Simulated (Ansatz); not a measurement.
**SiH2Br− (SMILES [SiH2-]Br): levels of theory compared**

Wanted: a comparison of 6 runs (HF/STO-3G, PBE/STO-3G, RPA@PBE/STO-3G, CCSDT(Q)/STO-3G, CCSD(T)/STO-3G, FCI/STO-3G) of SiH2Br−. 

Program for the calculation: Ansatz 0.2.0.

4 further runs of the same task are left out: 2 that didn't finish, 2 set aside as unsound or not needed.

## Step 1: The structure to begin with

SiH2Br−: 4 atoms, total charge -1, spin state singlet. SMILES: `[SiH2-]Br`. The H3–Si1 distance was set to 1.871 Å, away from the relaxed value.

Bond lengths: Si1–Br2 2.425 Å, Si1–H4 1.496 Å. Angles: Br2–Si1–H4 94.3°. A long bond or contact: Si1–H3 1.871 Å.

## Step 2: A single-point energy at HF/STO-3G (run 1)

job.yaml reads:

```yaml
crystal:
  periodic: [false, false, false]
  atoms:
    - {symbol: Si, position_ang: [0.062503, -0.296269, -0.889586]}
    - {symbol: Br, position_ang: [1.942173, -0.224619, 0.640894]}
    - {symbol: H, position_ang: [-1.209900, -0.529990, 0.461390]}
    - {symbol: H, position_ang: [-0.031387, 1.191101, -1.023236]}
basis:
  gaussian:
    orbitals: STO-3G
accuracy: high
total_charge: -1
hamiltonian:
  xc: hf
```

Launch:

```sh
$ ansatz run job.yaml --threads 1 --pin off --max-ram 2610MiB --events-out events.jsonl --progress --plain --runs-dir runs
```

The log of the run:

```text
Warning: RAYON_NUM_THREADS=1 ignored (pool sized by the plan → 1); use --threads N
Functional definition: HF
  name "HF"
  exchange = exact_x
  correlation = 0
412 factors; integrals over basis functions are off by at most 1.1e-8 eV
mean field evaluation 1: about -77041.7017 eV, gradient 1.1e1 eV
mean field evaluation 2: about -77041.7490 eV, gradient 1.0e1 eV
mean field evaluation 4: about -77042.4726 eV, gradient 6.2e-1 eV
mean field evaluation 8: about -77042.4749 eV, gradient 5.6e-6 eV
mean field -77042.47494273 eV, -2831.2587328801 hartree, gradient 8.2e-9 eV, S^2 0.000000; 0 other end points of the search recorded, 0 dependent functions left out
reference -77042.47494273 eV, -2831.2587328801 hartree; 26, 26 occupied and 3, 3 virtual orbitals, 412 factors
Total energy: -77042.47494273 eV, -2831.2587328801 hartree
```

Wall time 0.38 s (1 thread of Arm Neoverse V1, shared host).

## Step 3: The energy at PBE/STO-3G (run 2)

input.yaml reads:

```yaml
crystal:
  periodic: [false, false, false]
  atoms:
    - {symbol: Si, position_ang: [0.062503, -0.296269, -0.889586]}
    - {symbol: Br, position_ang: [1.942173, -0.224619, 0.640894]}
    - {symbol: H, position_ang: [-1.209900, -0.529990, 0.461390]}
    - {symbol: H, position_ang: [-0.031387, 1.191101, -1.023236]}
basis:
  gaussian: {orbitals: STO-3G}
total_charge: -1
hamiltonian: {xc: {name: PBE}}
accuracy: high
```

Launch:

```sh
$ ansatz run input.yaml --threads 1 --pin off --max-ram 2610MiB --events-out events.jsonl --progress --plain --runs-dir runs
```

The log of the run:

```text
Warning: RAYON_NUM_THREADS=1 ignored (pool sized by the plan → 1); use --threads N
Functional definition: PBE
  name "PBE"
  parameter kappa = 0.804
  parameter beta = 0.06672455060314922
  exchange = pbe_x(kappa = kappa, mu = beta*pi^2/3)
  correlation = pbe_c(beta = beta)
412 factors; integrals over basis functions are off by at most 1.1e-8 eV
mean field evaluation 1: about -77077.1142 eV, gradient 1.8e1 eV
mean field evaluation 2: about -77075.0742 eV, gradient 2.7e1 eV
mean field evaluation 4: about -77078.6442 eV, gradient 6.6e-1 eV
mean field evaluation 8: about -77078.6069 eV, gradient 7.2e-3 eV
mean field evaluation 16: about -77078.6069 eV, gradient 1.7e-8 eV
mean field -77078.60685210 eV, -2832.5865560584 hartree, gradient 1.7e-8 eV, S^2 0.000000; 0 other end points of the search recorded, 0 dependent functions left out
reference -77078.60685380 eV, -2832.5865561210 hartree; 26, 26 occupied and 3, 3 virtual orbitals, 412 factors
Total energy: -77078.60685380 eV, -2832.5865561210 hartree
```

Run time: 1.4 s. Hardware: 1 thread of Arm Neoverse V1, shared host; peak memory 0.098 GiB.

Runs 3 to 5 aren't shown in full; the table further down has their settings and results.

## Step 4: The energy at FCI/STO-3G (run 6)

run.yaml reads:

```yaml
basis:
  gaussian:
    orbitals: STO-3G
crystal:
  periodic: [false, false, false]
  atoms:
    - {symbol: Si, position_ang: [0.062503, -0.296269, -0.889586]}
    - {symbol: Br, position_ang: [1.942173, -0.224619, 0.640894]}
    - {symbol: H, position_ang: [-1.209900, -0.529990, 0.461390]}
    - {symbol: H, position_ang: [-0.031387, 1.191101, -1.023236]}
total_charge: -1
correlation:
  method: fci
  frozen_orbitals: {Br: 9, H: 0, Si: 5}
accuracy: high
```

Launch:

```sh
$ ansatz run run.yaml --threads 1 --pin off --max-ram 2610MiB --events-out events.jsonl --progress --plain --runs-dir runs
```

The log of the run:

```text
Warning: RAYON_NUM_THREADS=1 ignored (pool sized by the plan → 1); use --threads N
[... 4 set-up lines as earlier in the session ...]
412 factors; integrals over basis functions are off by at most 1.1e-8 eV
mean field evaluation 1: about -77041.7017 eV, gradient 1.1e1 eV
mean field evaluation 2: about -77041.7490 eV, gradient 1.0e1 eV
mean field evaluation 4: about -77042.4726 eV, gradient 6.2e-1 eV
mean field evaluation 8: about -77042.4749 eV, gradient 5.6e-6 eV
mean field -77042.47494273 eV, -2831.2587328801 hartree, gradient 8.2e-9 eV, S^2 0.000000; 0 other end points of the search recorded, 0 dependent functions left out
14 core orbitals not correlated: weight in the atoms' cores, before any rotation towards them, 1.000 or more for the frozen orbitals, at most 0.000 for the correlated occupied ones
reference -77042.47494273 eV, -2831.2587328801 hartree; 12, 12 occupied and 3, 3 virtual orbitals, 412 factors
state -77044.18560044 eV, -2831.3215983917 hartree
Total energy: -77044.18560044 eV, -2831.3215983917 hartree
```

Wall time 0.91 s (1 thread of Arm Neoverse V1, shared host).

## Step 5: All runs side by side

```csv
run,level,frozen core orbitals,energy (Eh),wall time
1,HF/STO-3G,–,-2831.258733,0.38 s
2,PBE/STO-3G,–,-2832.586556,1.4 s
3,RPA@PBE/STO-3G,14,-2831.357600,2.1 s
4,CCSDT(Q)/STO-3G,14,-2831.321619,0.61 s
5,CCSD(T)/STO-3G,14,-2831.321546,0.34 s
6,FCI/STO-3G,14,-2831.321598,0.91 s
```

## Step 6: Outcome

| quantity | value |
| --- | --- |
| run 6: total energy | -2831.32160 Eh |
| run 6: correlation energy (14 core orbitals frozen) | -62.9 mEh |

Against full CI in this basis: HF +62.9 mEh; CCSDT(Q) -0.0 mEh; CCSD(T) +0.1 mEh. In runs 1, 2, 3, 4, 5, 6 the basis is minimal, so the values are rough. All runs together took 5.7 s, the longest 2.1 s.
